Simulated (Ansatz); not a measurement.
# triplet Si2H5OF: levels of theory compared

We compute a comparison of 6 runs (UHF/STO-3G, U-r2SCAN0/6-31G*, U-revPBE/6-31G*, UPBE/6-31G*, UB3LYP/6-31G*, UCCSD(T)/6-31G*) of triplet Si2H5OF. 

The results are computed with Ansatz 0.2.0.

75 further runs of the same task are left out: 75 set aside as unsound or not needed.

## (1) The system as given

Si2H5OF has 9 atoms, charge 0, and is taken as a triplet. SMILES of the parent species: `O[SiH](F)[SiH3]`. The coordinates come from a PBE0-D4/def2-TZVP relaxation. This is one conformer, not always the lowest. That shape belongs to the parent species and isn't relaxed for this state.

Bond lengths: O1–Si2 1.636 Å, Si2–F3 1.603 Å, Si2–Si4 2.339 Å, O1–H5 0.959 Å, Si2–H6 1.488 Å, Si4–H7 1.487 Å, Si4–H8 1.487 Å, Si4–H9 1.486 Å. Some angles: O1–Si2–F3 110.2°, O1–Si2–Si4 106.9°, F3–Si2–Si4 109.3°, O1–Si2–H6 110.6°, F3–Si2–H6 105.0°, Si4–Si2–H6 114.9°, Si2–O1–H5 118.9°, Si2–Si4–H7 109.6°, Si2–Si4–H8 109.5°, Si2–Si4–H9 110.3°.

## (2) The energy at UHF/STO-3G (run 1)

The input, molecule.yaml:

```yaml
crystal:
  periodic: [false, false, false]
  atoms:
    - {symbol: O, position_ang: [-0.392500, -0.610800, 1.768100]}
    - {symbol: Si, position_ang: [-0.831500, -0.160600, 0.257700]}
    - {symbol: F, position_ang: [-1.775600, 1.133800, 0.319400]}
    - {symbol: Si, position_ang: [1.135000, 0.371100, -0.891700]}
    - {symbol: H, position_ang: [-1.050500, -1.005600, 2.343000]}
    - {symbol: H, position_ang: [-1.664600, -1.215400, -0.380600]}
    - {symbol: H, position_ang: [0.798700, 0.860600, -2.255200]}
    - {symbol: H, position_ang: [1.981700, -0.845200, -1.013900]}
    - {symbol: H, position_ang: [1.887800, 1.425600, -0.163800]}
basis:
  gaussian: {orbitals: STO-3G}
magnetization: {spin_polarized: true, initial_magnetization: 2}
hamiltonian: {xc: hf}
accuracy: high
output: {orbitals: {seedname: orbitals}}
```

On the command line:

```
$ ansatz run molecule.yaml --threads 1 --pin off --max-ram 3480MiB --events-out events.jsonl --progress --plain --runs-dir runs
```

What it wrote:

```text
Warning: RAYON_NUM_THREADS=1 ignored (pool sized by the plan → 1); use --threads N
Functional definition: HF
  name "HF"
  exchange = exact_x
  correlation = 0
668 factors; integrals over basis functions are off by at most 5.9e-9 eV
mean field evaluation 1: about -20286.3109 eV, gradient 2.0e1 eV
mean field evaluation 2: about -20286.4555 eV, gradient 2.0e1 eV
mean field evaluation 4: about -20290.8013 eV, gradient 2.9e0 eV
mean field evaluation 8: about -20291.2278 eV, gradient 1.2e-1 eV
mean field evaluation 16: about -20291.2243 eV, gradient 2.2e-8 eV
mean field evaluation 32: about -20284.1353 eV, gradient 9.1e0 eV
mean field evaluation 64: about -20290.8346 eV, gradient 1.3e0 eV
mean field evaluation 96: about -20286.7417 eV, gradient 8.4e0 eV
mean field -20291.40734357 eV, -745.6954658663 hartree, gradient 1.4e-8 eV, S^2 2.005835; 3 other end points of the search recorded, 0 dependent functions left out
reference -20291.40734357 eV, -745.6954658663 hartree; 26, 24 occupied and 7, 9 virtual orbitals, 668 factors
Total energy: -20291.40734357 eV, -745.6954658663 hartree
```

Run time: 0.83 s. Hardware: 1 thread of Intel Xeon 6975P-C (Granite Rapids), shared host; peak memory 0.12 GiB.

## (3) A single-point energy at U-r2SCAN0/6-31G(d) (spherical functions) (run 2)

The input, job.yaml:

```yaml
crystal:
  periodic: [false, false, false]
  atoms:
    - {symbol: O, position_ang: [-0.392500, -0.610800, 1.768100]}
    - {symbol: Si, position_ang: [-0.831500, -0.160600, 0.257700]}
    - {symbol: F, position_ang: [-1.775600, 1.133800, 0.319400]}
    - {symbol: Si, position_ang: [1.135000, 0.371100, -0.891700]}
    - {symbol: H, position_ang: [-1.050500, -1.005600, 2.343000]}
    - {symbol: H, position_ang: [-1.664600, -1.215400, -0.380600]}
    - {symbol: H, position_ang: [0.798700, 0.860600, -2.255200]}
    - {symbol: H, position_ang: [1.981700, -0.845200, -1.013900]}
    - {symbol: H, position_ang: [1.887800, 1.425600, -0.163800]}
basis:
  gaussian:
    orbitals: 6-31G_st_-spherical.json
magnetization:
  spin_polarized: true
  initial_magnetization: 2
hamiltonian:
  xc: {name: r2SCAN0}
accuracy: high
output: {orbitals: {seedname: orbitals}}
```

The basis set 6-31G* is read from a file made from the Basis Set Exchange's data (not shown).

On the command line:

```
$ ansatz run job.yaml --threads 1 --pin off --max-ram 3480MiB --events-out events.jsonl --progress --plain --runs-dir runs
```

What it wrote:

```text
Warning: RAYON_NUM_THREADS=1 ignored (pool sized by the plan → 1); use --threads N
Functional definition: r2SCAN0
  name "r2SCAN0"
  parameter a = 0.25
  parameter k0 = 0.174
  parameter k1 = 0.065
  parameter a1 = 4.9479
  exchange = (1 - a)*r2scan_x(k0 = k0, k1 = k1, a1 = a1) + a*exact_x
  correlation = r2scan_c
1650 factors; integrals over basis functions are off by at most 5.1e-9 eV
mean field evaluation 1: about -20586.2862 eV, gradient 3.6e1 eV
mean field evaluation 2: about -20566.9057 eV, gradient 7.1e1 eV
mean field evaluation 4: about -20590.6493 eV, gradient 4.9e0 eV
mean field evaluation 8: about -20590.8369 eV, gradient 6.2e-1 eV
mean field evaluation 16: about -20590.8506 eV, gradient 4.8e-2 eV
mean field evaluation 32: about -20590.8829 eV, gradient 3.2e-2 eV
mean field -20590.88351162 eV, -756.7010120500 hartree, gradient 3.2e-8 eV, S^2 2.006575; 4 other end points of the search recorded, 0 dependent functions left out
reference -20590.88351403 eV, -756.7010121386 hartree; 26, 24 occupied and 48, 50 virtual orbitals, 1650 factors
Total energy: -20590.88351403 eV, -756.7010121386 hartree
```

Run time: 29 s. Hardware: 1 thread of Intel Xeon 6975P-C (Granite Rapids), shared host; peak memory 0.53 GiB.

Runs 3 to 4 aren't shown in full; the table further down has their settings and results.

## (4) A single-point energy at UB3LYP/6-31G(d) (Cartesian functions) (run 5)

The input, run.yaml:

```yaml
crystal:
  periodic: [false, false, false]
  atoms:
    - symbol: O
      position_ang: [-0.392500, -0.610800, 1.768100]
    - symbol: Si
      position_ang: [-0.831500, -0.160600, 0.257700]
    - symbol: F
      position_ang: [-1.775600, 1.133800, 0.319400]
    - symbol: Si
      position_ang: [1.135000, 0.371100, -0.891700]
    - symbol: H
      position_ang: [-1.050500, -1.005600, 2.343000]
    - symbol: H
      position_ang: [-1.664600, -1.215400, -0.380600]
    - symbol: H
      position_ang: [0.798700, 0.860600, -2.255200]
    - symbol: H
      position_ang: [1.981700, -0.845200, -1.013900]
    - symbol: H
      position_ang: [1.887800, 1.425600, -0.163800]
basis:
  gaussian: {orbitals: "6-31G*"}
magnetization: {spin_polarized: true, initial_magnetization: 2}
hamiltonian: {xc: {name: B3LYP}}
accuracy: high
output: {orbitals: {seedname: orbitals}}
```

On the command line:

```
$ ansatz run run.yaml --threads 1 --pin off --max-ram 3480MiB --events-out events.jsonl --progress --plain --runs-dir runs
```

What it wrote:

```text
Warning: RAYON_NUM_THREADS=1 ignored (pool sized by the plan → 1); use --threads N
Functional definition: B3LYP
  name "B3LYP"
  parameter a0 = 0.2
  parameter ax = 0.72
  parameter ac = 0.81
  exchange = (1 - a0 - ax)*slater_x + ax*b88_x + a0*exact_x
  correlation = (1 - ac)*vwn_rpa_c + ac*lyp_c
1697 factors; integrals over basis functions are off by at most 3.4e-9 eV
mean field evaluation 1: about -20590.8145 eV, gradient 4.1e1 eV
mean field evaluation 2: about -20561.3292 eV, gradient 8.8e1 eV
mean field evaluation 4: about -20596.2352 eV, gradient 6.3e0 eV
mean field evaluation 8: about -20596.5802 eV, gradient 8.1e-1 eV
mean field evaluation 16: about -20596.5943 eV, gradient 7.3e-2 eV
mean field evaluation 32: about -20596.6086 eV, gradient 1.4e-2 eV
mean field evaluation 64: about -20596.5191 eV, gradient 1.4e0 eV
mean field -20596.60864056 eV, -756.9114066578 hartree, gradient 9.2e-8 eV, S^2 2.003078; 7 other end points of the search recorded, 0 dependent functions left out
reference -20596.60868575 eV, -756.9114083184 hartree; 26, 24 occupied and 52, 54 virtual orbitals, 1697 factors
Total energy: -20596.60868575 eV, -756.9114083184 hartree
```

Run time: 26 s. Hardware: 1 thread of Intel Xeon 6975P-C (Granite Rapids), shared host; peak memory 0.42 GiB.

## (5) A single-point energy at UCCSD(T)/6-31G(d) (spherical functions) (run 6)

molecule.yaml: that of step 2 with these lines changed.

```diff
@@ -13,6 +13,12 @@
 basis:
-  gaussian: {orbitals: STO-3G}
-magnetization: {spin_polarized: true, initial_magnetization: 2}
-hamiltonian: {xc: hf}
+  gaussian:
+    orbitals: 6-31G_st_-spherical.json
+correlation:
+  method: ccsd_t
+  frozen_orbitals: {F: 1, H: 0, O: 1, Si: 5}
+magnetization:
+  spin_polarized: true
+  initial_magnetization: 2
 accuracy: high
-output: {orbitals: {seedname: orbitals}}
+scf:
+  omitted_lower_state_checks: [cluster_reference, increment]
```

The basis set 6-31G* is read from a file made from the Basis Set Exchange's data (not shown).

On the command line:

```
$ ansatz run molecule.yaml --threads 1 --pin off --max-ram 3480MiB --events-out events.jsonl --progress --plain --runs-dir runs
```

What it wrote:

```text
Warning: RAYON_NUM_THREADS=1 ignored (pool sized by the plan → 1); use --threads N
[... 16 lines left out ...]
12 core orbitals not correlated: weight in the atoms' cores, before any rotation towards them, 1.000 or more for the frozen orbitals, at most 0.000 for the correlated occupied ones
[... 59 lines left out ...]
Total energy: -20556.39990177 eV, -755.4337627617 hartree
Checks for a lower state left out: cluster_reference, increment
```

Wall time 57 s (1 thread of Intel Xeon 6975P-C (Granite Rapids), shared host); peak memory 0.57 GiB.

## (6) All runs side by side

| run | level | Cartesian functions | frozen core orbitals | energy (Eh) | ⟨S²⟩ | wall time |
| --- | --- | --- | --- | --- | --- | --- |
| 1 | UHF/STO-3G | no | – | -745.695466 | 2.006 | 0.83 s |
| 2 | U-r2SCAN0/6-31G* (spherical functions) | no | – | -756.701012 | 2.007 | 29 s |
| 3 | U-revPBE/6-31G* (spherical functions) | no | – | -756.688277 | 2.002 | 21 s |
| 4 | UPBE/6-31G* (spherical functions) | no | – | -756.389137 | 2.002 | 18 s |
| 5 | UB3LYP/6-31G* (Cartesian functions) | yes | – | -756.911408 | 2.003 | 26 s |
| 6 | UCCSD(T)/6-31G* (spherical functions) | no | 12 | -755.433763 | 2.010 | 57 s |

## (7) What came out

| quantity | value |
| --- | --- |
| run 6: total energy | -755.43376 Eh |
| run 6: correlation energy (12 core orbitals frozen) | -553.4 mEh |
| run 6: (T) correction | -12.06 mEh |
| run 6: ⟨S²⟩ of the reference determinant | 2.010 |
| run 6: T1 diagnostic | 0.028 |

What this shows: Totals of different functionals can't be ranked against each other. In run 1 the basis is minimal, so the values are rough. All runs together took 2.5 min, the longest 57 s.
